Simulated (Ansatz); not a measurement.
The system is CuF.

```xyz
2
Lattice="2.4710 0.0000 0.0000 0.0000 2.4710 0.0000 0.0000 0.0000 3.4165" Properties=species:S:1:pos:R:3 pbc="T T T"
Cu    0.0000    0.0000    0.0000
F     1.2355    1.2355    1.7083
```

The cell was built by a generator and needn't be a form met in nature.

```yaml
Program: Ansatz 0.2.0
Task: relaxation of cell and atoms
Functional: HSEsol
Potentials_or_basis: Ansatz PAW
Cutoff: "420 eV (not typed: the program's choice for these potentials)"
k_mesh: 6 × 6 × 4
Occupations: fermi-dirac, width 0.05 eV
Spin: no spin polarisation
```

At the start: volume 10.43 Å³/atom.

How do energy, volume and symmetry change on relaxing?

It ends after 13 steps and the volume is 10.00 Å³/atom (-4.1 %); space group Pm-3m (No. 221, to 0.05 Å).

Step by step:
```
step  energy change (eV)  largest force (eV/Å)  volume (Å³)
   1              0.0000                0.0000        20.86
   2             -0.1643                0.0000        20.41
   3             -0.2725                0.0000        19.94
   4             -0.3377                0.0000        19.78
   5             -0.3576                0.0000        19.87
   6             -0.3582                0.0000        19.76
   7             -0.3581                0.0000        19.78
   8             -0.3735                0.0000        19.78
   9             -0.3763                0.0000        19.91
  10             -0.3761                0.0000        19.99
  11             -0.3772                0.0000        19.99
  12             -0.3772                0.0000        20.00
  13             -0.3772                0.0000        20.00
```

Final structure:
```
CELL_PARAMETERS angstrom
2.71326 0.00000 0.00000
0.00000 2.71326 0.00000
0.00000 0.00000 2.71688
ATOMIC_POSITIONS crystal
Cu 0.00000 0.00000 0.00000
F 0.50000 0.50000 0.50000
```

Caveat: the k mesh is coarse (spacing up to 0.46 Å⁻¹), so the values aren't converged, least of all with exact exchange; the plane-wave basis is chosen anew once the cell has moved, so the energies of steps on either side of that aren't comparable; the pressure holds a Pulay correction of +0.6 GPa for the finite cutoff; the run has no spin polarisation, though such a crystal can be magnetic; the PAW data sets come from PBE, with cores solved anew for the run's functional, which leaves a small shift of forces and pressure.
